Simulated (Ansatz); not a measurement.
# C2N: the cost of one run

Program: Ansatz 0.2.0. Level of theory: DFT PBE, scalar-relativistic, plane waves, PAW. These are calculated values, not measurements.

## (1) The structure to begin with

It takes space group Fm-3m (No. 225, cubic). Conventional cell: a = 5.185 Å, b = 5.185 Å, c = 5.185 Å, α = 90.00°, β = 90.00°, γ = 90.00°. C (site symmetry -43m) is surrounded by 4 N at 2.25 Å. Around N (site symmetry m-3m) lie 8 C at 2.25 Å.

Structure file:

```
C N
1.0
     0.00000    2.59262    2.59262
     2.59262    0.00000    2.59262
     2.59262    2.59262    0.00000
C N
2 1
Direct
  0.25000 0.25000 0.25000
  0.75000 0.75000 0.75000
  0.00000 0.00000 0.00000
```

The cell is invented: species swapped into a database cell of Ga2Pt (Fm-3m, No. 225), with C on the Ga sites and N on the Pt sites. Lengths come from tabulated atomic sizes and are only a guess.

## (2) The guess as it stands, on a coarse mesh

input.yaml

```yaml
crystal:
  lattice:
    - [0.0, 2.59261714, 2.59261714]
    - [2.59261714, 0.0, 2.59261714]
    - [2.59261714, 2.59261714, 0.0]
  atoms:
    - { symbol: C, position: [0.25, 0.25, 0.25] }
    - { symbol: C, position: [0.75, 0.75, 0.75] }
    - { symbol: "N", position: [0.0, 0.0, 0.0] }
basis:
  ecutwfc: 420
kpoints:
  mp_grid: { grid: [6, 6, 6] }
hamiltonian:
  xc: pbe
scf:
  occupations: { method: gaussian, width: 0.1 }
  lower_state_search: "off"
output:
  forces: true
  stress: true
  eigenvalues: true
```

Command:

```
$ ansatz run input.yaml --threads 1 --pin off --max-ram 2560MiB --backend cpu --events-out ev --progress --plain --runs-dir out
```

What time and memory should one allow on 1 thread of Intel Xeon at 2.50GHz (Skylake/Cascade Lake), shared host?

About 1.5 s, with a peak of 0.28 GiB.
